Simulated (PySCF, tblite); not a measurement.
**C5H11ClS2Si: geometry, infrared bands and NMR shifts**

Aim: predict the infrared bands and NMR shifts of C5H11ClS2Si (`CC(=S)S[Si@@H](Cl)C(C)C`).

The runs use tblite 0.8.0 and PySCF 2.14.0, with density-fitted response routines of our own; the level of theory stands in each step. All values are computed, except where a source is named. Atoms count from 0, in the outputs and in this text.

## (1) Starting geometry

20 atoms, charge 0, multiplicity 1; geometry from: force field or distance geometry start.

Bonds of the start (Å): C0–C1 1.52, C1–S2 1.68, C1–S3 1.75, S3–Si4 2.16, Si4–Cl5 2.04, Si4–C6 1.90, C6–C7 1.54, C6–C8 1.53, C0–H9 1.10, C0–H10 1.09, C0–H11 1.08, Si4–H12 1.48, C6–H13 1.10, C7–H14 1.11, C7–H15 1.10, C7–H16 1.09, C8–H17 1.09, C8–H18 1.10, C8–H19 1.10.

## (2) Relaxing the molecule with GFN2-xTB

What the job is given:

```
{"job": {"kind": "relax", "xc": "GFN2-xTB", "basis": "xTB"}, "charge": 0, "multiplicity": 1}
C      3.779700     0.008800    -0.054100
C      2.823100    -0.883500    -0.820700
S      3.235100    -2.486400    -1.131200
S      1.374800    -0.116500    -1.440600
Si    -0.083800    -0.645600     0.056700
Cl     0.509000     0.105900     1.857100
C     -1.768900     0.084000    -0.431600
C     -2.903800    -0.405300     0.480800
C     -1.795400     1.611000    -0.494300
H      3.267700     0.916500     0.307200
H      4.182800    -0.511500     0.813900
H      4.591100     0.306500    -0.708700
H     -0.174500    -2.116600     0.187800
H     -1.975700    -0.293800    -1.441000
H     -3.879300    -0.030800     0.118100
H     -2.966000    -1.503500     0.505200
H     -2.782900    -0.062000     1.512600
H     -1.050600     1.997000    -1.191900
H     -1.613900     2.069800     0.491000
H     -2.773600     1.966600    -0.836200
```

The run is started by

```sh
> OMP_NUM_THREADS=1 python probes_run.py task.json out
```

One launch serves the whole session: the jobs run in the order shown.

**Question.** This job is followed by: GFN2-xTB harmonic vibrations, gas phase; GIAO PBE0/pcSseg-1 NMR shielding, non-relativistic, gas phase. Predict these results of the whole session: strongest single infrared mode (GFN2-xTB); zero-point energy (GFN2-xTB); ¹³C shifts against TMS (PBE0/pcSseg-1); ¹H shifts against TMS (PBE0/pcSseg-1, means over atoms taken as alike); ³³S shifts against CS2 (PBE0/pcSseg-1); ²⁹Si shifts against TMS (PBE0/pcSseg-1); ³⁵Cl shifts against HCl (PBE0/pcSseg-1); surface potential, 1st and 99th percentile.

**Answer**, as computed:

| quantity | value |
| --- | --- |
| strongest single infrared mode (GFN2-xTB) | 696 cm⁻¹, 184 km/mol |
| zero-point energy (GFN2-xTB) | 93.5 kcal/mol |
| ¹³C shifts against TMS (PBE0/pcSseg-1) | 255.3, 44.4, 23.1, 20.6, 18.0 ppm |
| ¹H shifts against TMS (PBE0/pcSseg-1, means over atoms taken as alike) | 5.92, 3.21, 1.11, 1.11, 1.11 ppm |
| ³³S shifts against CS2 (PBE0/pcSseg-1) | 846, 268 ppm |
| ²⁹Si shifts against TMS (PBE0/pcSseg-1) | 11.7 ppm |
| ³⁵Cl shifts against HCl (PBE0/pcSseg-1) | -35 ppm |
| surface potential, 1st and 99th percentile | -0.90 V and 0.93 V |

**Reading.** The optimisation took 151 steps and gained 0.488 eV; among the close pairs (by a distance rule), C1–S2 changed most, from 1.684 to 1.632 Å. All 54 modes are real, so the xTB geometry is a minimum. The strongest single mode, at 696 cm⁻¹, moves mainly H12 and Si4. Unscaled tight-binding wavenumbers are off by several per cent, some by more. Its intensities can rank the bands wrongly. C1 (thiocarbonyl carbon) lies farthest downfield among carbon, at 255.3 ppm; the small n→π* gap of C=S deshields it strongly. At PBE0/pcSseg-1: The largest span, 1669 ppm, is at S2, where the paramagnetic term is -1401 ppm. At PBE0/pcSseg-1, counted by nearest atom on the grid, the HOMO lies on S2 76 %; S3 7 %, the LUMO on C1 41 %; S2 34 %.
